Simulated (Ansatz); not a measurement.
IK (charge +1), harmonic frequencies at the relaxed geometry

Computed with the Python package of Ansatz (0.2.0).

`ik.xyz`
```text
2

K     0.00000    0.00000    0.00000
I     0.00000    0.00000    3.35500
```

Run as a notebook:

**Cell 1**
```python
import ansatz as az
import numpy as np
```

**Cell 2**
```python
mol = az.Crystal.molecule_from_extxyz('ik.xyz')
```

**Cell 3**
```python
job = (
    mol.calculation()
    .basis(gaussian='def2-TZVP')
    .functional('pbe')
    .charge(1)
    .spin('collinear', total=1)
)
symbols = [site.symbol for site in mol.cartesian_sites]
start = np.array([site.position_ang for site in mol.cartesian_sites], dtype=float)
report = job.relax(force_tolerance=0.003, max_steps=100).run(threads=1).report
end = np.array(report['positions_ang'])
```

**Cell 4**
```python
print('final positions (A) and the move of each atom')
for symbol, xyz, old in zip(symbols, end, start):
    print(f'{symbol:2s} {xyz[0]:10.5f} {xyz[1]:10.5f} {xyz[2]:10.5f}   {np.linalg.norm(xyz - old):7.4f}')
```
Output:
```text
final positions (A) and the move of each atom
K    -0.00000   -0.00000   -0.11442    0.1144
I     0.00000    0.00000    3.46942    0.1144
```

**Cell 5**
```python
# same settings at the minimum
minimum = az.Crystal.molecule()
for symbol, place in zip(symbols, end):
    minimum = minimum.atom(symbol, place.tolist())
vibrating = minimum.calculation()
vibrating = vibrating.basis(gaussian='def2-TZVP')
vibrating = vibrating.functional('pbe').charge(1)
vibrating = vibrating.spin('collinear', total=1).phonons(temperatures=(200, 600, 100))
vib = vibrating.run(threads=1).report['vibrations']
sums = vib['harmonic_sums']
modes = [m['omega_inv_cm'] for m in sums['modes_at_gamma'] if m['rigid_motion'] == 'no']
print('frequencies (1/cm):', ' '.join(f'{w:.0f}' for w in modes))
print('imaginary modes:', sum(w < 0 for w in modes), ' zero-point energy:', round(sums['zero_point_energy_ev'], 4), 'eV')
```
Output:
```text
frequencies (1/cm): 81
imaginary modes: 0  zero-point energy: 0.005 eV
```

Notes:
- The frequencies are harmonic and unscaled, in a modest basis. The result belongs to the one conformer reached from this start, and soft torsions count as harmonic oscillators.
- def2 sets replace the cores of elements past krypton by effective core potentials.
- The species is open-shell (spin multiplicity 2).
- The spin state was assumed, and another may lie lower.
- It ran for 56 s on 1 thread of Arm Neoverse V2, on a shared host, peak memory 0.25 GiB.

(Lines on the test bed's own set-up are left out of the output.)
